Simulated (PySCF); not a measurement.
**BeClF2−, a complex of two parts: interaction energy**

One table from this session's results is given with a row withheld; the runs are named, their logs left out.

Computed with PySCF 2.14.0; each step states its level. No surroundings beyond the atoms listed, unless a continuum is named. Atoms count from 0, parts from 1.

## Starting point

4 atoms, charge -1, multiplicity 1; geometry: GFN2-xTB. Parts: 1 = atoms 0–2, `[F][Be][F]`, charge 0; 2 = atom 3, `[Cl-]`, charge -1.

The first run:

Job settings and geometry (Å):

```
{"job": {"xc": "PBE0", "basis": "def2-TZVPD", "d3": "d3bj", "grid": 3, "kind": "geom", "shake": 0.01}, "charge": -1, "multiplicity": 1, "parts": [{"atoms": "0-2", "charge": 0, "multiplicity": 1}, {"atoms": "3-3", "charge": -1, "multiplicity": 1}]}
F      0.591278     0.304050    -1.083993
Be    -0.200292    -0.448552    -0.137749
F     -0.416668     0.061643     1.194553
Cl    -0.916286    -2.158725    -0.657130
```

The run is started by

```
OMP_NUM_THREADS=1 python cluster_run.py task.json out
```

One launch serves the whole session: the jobs run in the order shown.

Among the steps run: Optimising the geometry at PBE0-D3(BJ)/def2-TZVPD; Coupled-cluster interaction energy: CCSD(T) and MP2, 1.99 Å; Coupled-cluster interaction energy: CCSD(T) and MP2, 2.09 Å; Coupled-cluster interaction energy: CCSD(T) and MP2, 2.19 Å; Coupled-cluster interaction energy: CCSD(T) and MP2, 1.89 Å; Coupled-cluster interaction energy: CCSD(T) and MP2, 2.48 Å; Coupled-cluster interaction energy: CCSD(T) and MP2, 1.79 Å; Coupled-cluster interaction energy: CCSD(T) and MP2, 2.98 Å; Coupled-cluster interaction energy: CCSD(T) and MP2, 3.98 Å.

One of the session's tables, all rows but one given; the rest of the session is left out.

It belongs to the step «Coupled-cluster interaction energy: CCSD(T) and MP2, 3.98 Å». 

```
                 method  interaction energy (kcal/mol)
         HF/aug-cc-pVDZ                         -21.73
        MP2/aug-cc-pVDZ                         -20.82
       CCSD/aug-cc-pVDZ                         -21.05
    CCSD(T)/aug-cc-pVDZ                         -20.99
         HF/aug-cc-pVQZ                              ?
        MP2/aug-cc-pVQZ                         -20.90
    SCS-MP2/aug-cc-pVQZ                         -20.90
      MP2, extrapolated                         -20.92
CCSD(T), limit estimate                         -21.08
```

Estimate the missing values for HF/aug-cc-pVQZ.

As computed: interaction energy (kcal/mol): -21.74. In the column «interaction energy (kcal/mol)» it is the lowest.
